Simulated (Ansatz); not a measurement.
**C₄H₁₀ClGa: taking an electron away**

The task here is to estimate one member of a computed series from the others.

Program: Ansatz 0.2.0, Gaussian basis. Level of theory: unrestricted cation, the program's frozen cores in correlated methods. These are calculated values, not measurements.

The runs, in order: UKS PBE-D4/def2-TZVPP; UKS r2SCAN-D4/def2-TZVPP; UKS PBE0-D4/def2-TZVPP; UKS B3LYP-D4/def2-TZVPP; UKS wB97X-V/def2-TZVPP; UKS wB97M-V/def2-TZVPP; UKS B2PLYP/def2-TZVPP; UHF-CCSD(T)/def2-TZVPP; UHF-MP2/def2-QZVPP; extrapolation to the limit; then −ε(HOMO) from the neutral's earlier runs with LDA (SPW92), PBE-D4, revPBE-D4, BLYP-D4, r2SCAN-D4, B97M-V, PBE0-D4, B3LYP-D4, r2SCANh-D4, r2SCAN0-D4, HSE06-D4, BHLYP-D4, CAM-B3LYP-D4, LC-ωPBE, ωB97X-V, ωB97M-V.

## Structure used throughout

The geometry comes from an earlier relaxation with PBE0-D4 in a triple-zeta def2 set; it is a stationary point, not always the lowest conformer.

SMILES `CC[CH]([GaH2])CCl`, 16 atoms, charge 0, spin multiplicity 1.

Atoms are counted from 1 here; the program's logs count them from 0.

Bond lengths: C1–C2 1.520 Å, C1–H7 1.092 Å, C1–H8 1.093 Å, C1–H9 1.099 Å, C2–C3 1.528 Å, C2–H10 1.096 Å, C2–H11 1.094 Å, C3–Ga4 1.997 Å, C3–C5 1.505 Å, C3–H12 1.099 Å, Ga4–H13 1.574 Å, Ga4–H14 1.572 Å, C5–Cl6 1.809 Å, C5–H15 1.090 Å, C5–H16 1.089 Å. Angles: C2–C1–H7 111.4°, C2–C1–H8 111.9°, C2–C1–H9 111.6°, H7–C1–H8 107.3°, H7–C1–H9 106.8°, H8–C1–H9 107.6°, C1–C2–C3 113.7°, C1–C2–H10 109.2°, C1–C2–H11 109.2°, C3–C2–H10 109.3°, C3–C2–H11 108.7°, H10–C2–H11 106.3°, C2–C3–Ga4 109.9°, C2–C3–C5 114.7°, C2–C3–H12 108.5°, Ga4–C3–C5 110.3°, Ga4–C3–H12 104.8°, C5–C3–H12 108.1° and more.

Set-up of the first run:

in.yaml

```yaml
crystal:
  periodic: [false, false, false]
  atoms:
    - {symbol: C, position_ang: [0.356409, -1.632826, 0.563346]}
    - {symbol: C, position_ang: [1.113425, -0.377623, 0.161748]}
    - {symbol: C, position_ang: [0.207960, 0.773153, -0.274321]}
    - {symbol: Ga, position_ang: [-0.868990, 0.225371, -1.864230]}
    - {symbol: C, position_ang: [-0.690820, 1.310635, 0.806105]}
    - {symbol: Cl, position_ang: [0.221094, 1.944909, 2.233815]}
    - {symbol: H, position_ang: [1.039514, -2.437936, 0.841209]}
    - {symbol: H, position_ang: [-0.301718, -1.456594, 1.417409]}
    - {symbol: H, position_ang: [-0.262972, -2.012315, -0.260988]}
    - {symbol: H, position_ang: [1.739182, -0.049814, 0.999213]}
    - {symbol: H, position_ang: [1.797481, -0.616385, -0.658481]}
    - {symbol: H, position_ang: [0.839934, 1.596669, -0.634389]}
    - {symbol: H, position_ang: [-2.392132, 0.599988, -1.990992]}
    - {symbol: H, position_ang: [-0.143403, -0.570730, -3.009425]}
    - {symbol: H, position_ang: [-1.362436, 0.554932, 1.213098]}
    - {symbol: H, position_ang: [-1.292516, 2.148576, 0.456883]}
basis:
  gaussian: {orbitals: def2-TZVPP}
total_charge: 1
magnetization: {spin_polarized: true, initial_magnetization: 1}
hamiltonian: {xc: pbe, dispersion: d4}
```

Command:

```sh
> ansatz run in.yaml --threads 2 --pin off --events-out ev --progress --plain --max-ram 32768MiB --backend cuda --devices 0, --max-vram 18GiB
```

Steps of the session up to this table: Cation, UKS PBE-D4/def2-TZVPP; Cation, UKS r2SCAN-D4/def2-TZVPP; Cation, UKS PBE0-D4/def2-TZVPP; Cation, UKS B3LYP-D4/def2-TZVPP; Cation, UKS wB97X-V/def2-TZVPP; Cation, UKS wB97M-V/def2-TZVPP; Cation, UKS B2PLYP (frozen core)/def2-TZVPP; Cation, UHF-CCSD(T)/def2-TZVPP; Cation, UHF-MP2/def2-QZVPP.

One of the session's tables, all rows but one given; the rest of the session is left out.

Orbital estimates, from the neutral's runs:

```
  functional  −ε(HOMO) (eV)
 LDA (SPW92)              ?
      PBE-D4           6.40
   revPBE-D4           6.35
     BLYP-D4           6.27
   r2SCAN-D4           6.65
      B97M-V           6.74
     PBE0-D4           7.56
    B3LYP-D4           7.36
  r2SCANh-D4           7.08
  r2SCAN0-D4           7.73
    HSE06-D4           7.17
    BHLYP-D4           8.63
CAM-B3LYP-D4           8.86
     LC-ωPBE          10.17
     ωB97X-V           9.83
     ωB97M-V           9.69
```

**Question.** Estimate the row for LDA (SPW92).

As computed: −ε(HOMO) (eV): 6.54. In the column «−ε(HOMO) (eV)» it lies between PBE-D4 (6.40) and r2SCAN-D4 (6.65).
